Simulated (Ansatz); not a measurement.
Predict the output of the script below (Ansatz 0.2.0, Python API).

Script `orders_ni.py`:
```python
"""Magnetic orders of Ni compared."""

import ansatz as az
import numpy as np
import pandas as pd


def count_gap(report):
    # lowest empty less highest filled band, counting bands; zero where they overlap
    return max(report.get("gap_by_band_count_ev") or 0.0, 0.0)

CELL = [
    [2.448023, 0.0, 0.0],
    [-1.224011, 2.12005, 0.0],
    [0.0, 0.0, 4.072808],
]
ATOMS = [
    ("Ni", [1 / 3, 2 / 3, 0.25]),
    ("Ni", [2 / 3, 1 / 3, 0.75]),
]


def ordered(moments):
    crystal = az.Crystal(lattice=az.Lattice.of(CELL))
    for (symbol, position), moment in zip(ATOMS, moments):
        crystal = crystal.atom(symbol, position, moment=moment or None)
    return crystal

# starting moments in muB, one an atom
orders = {
    "FM": [1.2, 1.2],
    "AFM": [1.2, -1.2],
}

rows = []
for label, moments in orders.items():
    base = (
        ordered(moments).calculation()
        .kpoints(13, 13, 7)
        .accuracy("low")
        .occupations("fermi_dirac", width=0.01)
        .functional("PBEsol")
        .spin("collinear")
        .band_table()
    )
    r = base.run().report
    rows.append((label, r["free_energy_ev"], r["magnetization_mub"], r["absolute_magnetization_mub"], max(abs(m) for m in r["site_moments_mub"]), count_gap(r)))
    print(label, "site moments:", [round(m, 2) for m in r["site_moments_mub"]])

lowest = min(row[1] for row in rows)
rows = [(row[0], 1000 * (row[1] - lowest) / 2, *row[2:]) for row in sorted(rows, key=lambda row: row[1])]
print(pd.DataFrame(rows, columns=["order", "meV/magnetic atom", "net muB", "absolute muB", "largest site muB", "gap by band count eV"]).round(4).to_string(index=False))
print("lowest of these starts:", rows[0][0])
```

```console
$ python orders_ni.py
DeckWarning: basis.ecutwfc = 420 eV, auto-derived from the records' recommended cutoffs: set by Ni (normal level)
FM site moments: [0.66, 0.66]
RunWarning: the starting moments were not kept: 1 of 2 ended reversed and 1 kept their direction, counting a site from 0.1 of the cell's largest site moment. The largest reversed, site 0 (counted from 0, in the order of the report's site_moments_mub), started with +1.2 μB and closes at -6.6e-1 μB in its sphere. The [...]
AFM site moments: [-0.66, -0.66]
order  meV/magnetic atom  net muB  absolute muB  largest site muB  gap by band count eV
  AFM                0.0  -1.2554        1.4199            0.6635                   0.0
   FM                0.0   1.2554        1.4199            0.6635                   0.0
lowest of these starts: AFM
```
(Warnings from the package without file and line, shortened.)

Notes:
- The settings weren't tested for convergence.
- The SCF didn't keep the moments it started from (some shrank, vanished or turned); what is printed is the state reached.
- The mesh is modest for a metal, so energies can be off by several to tens of meV an atom and pressures by half a GPa or more; differences at equal mesh fare better.
- A gap by band count of zero or less means overlapping bands, a metal.
- This isn't the structure that Ni takes at ambient conditions.
- Levels are Kohn-Sham eigenvalues on this mesh.
- Each row is the state reached from that start at the given structure, not necessarily the lowest of its order; other orders weren't tried.
- Run time: 27 s on 1 thread of Arm Neoverse V2, on a shared host, peak memory 0.49 GiB.
